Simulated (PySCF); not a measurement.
# CrCuF6O ([F2Cu(mu-F)2CrF2O]-): the cost of one run

Computed with PySCF 2.14.0 and routines of our own; the level stands in each step. Atoms count from 0.

## (1) The system as given

9 atoms, charge -1, high-spin multiplicity 3; geometry from: idealised, bond lengths from ionic radii.

The system (edge-sharing dimer): [F2Cu(mu-F)2CrF2O]-. The metals (Cu(II), Cr(V)) are 2.89 Å apart; the bridge angle is 97°; the spin sites are atom 0 (1 unpaired) and atom 1 (1 unpaired).

## (2) Magnetic exchange: PBE0/def2-SVP

What the job is given:

```
{"job": {"kind": "bs", "xc": "PBE0", "basis": "def2-SVP", "grid": 1}, "charge": -1, "high_spin_multiplicity": 3, "spin_sites": [[[0], 1], [[1], 1]]}
Cu    -1.640200     0.000000     0.075500
Cr     1.249900     0.000000     0.075500
F     -0.140300     1.272900     0.075500
F     -0.140300    -1.272900     0.075500
F     -2.950000    -1.348600     0.075500
F     -2.950000     1.348600     0.075500
F      2.466500    -1.252700     0.512000
F      2.466500     1.252700     0.512000
O      1.637900    -0.000000    -1.476800
```

Level: PBE0/def2-SVP high-spin and broken-symmetry single points, gas phase.

Run with:

```console
OMP_NUM_THREADS=1 python exch_run.py task.json out
```

This one command runs all jobs of the session in turn.

Q: Estimate the wall time and peak memory of this first job on 1 thread of Arm Neoverse N1, shared host.

About 76 s, with a peak of 0.56 GiB.
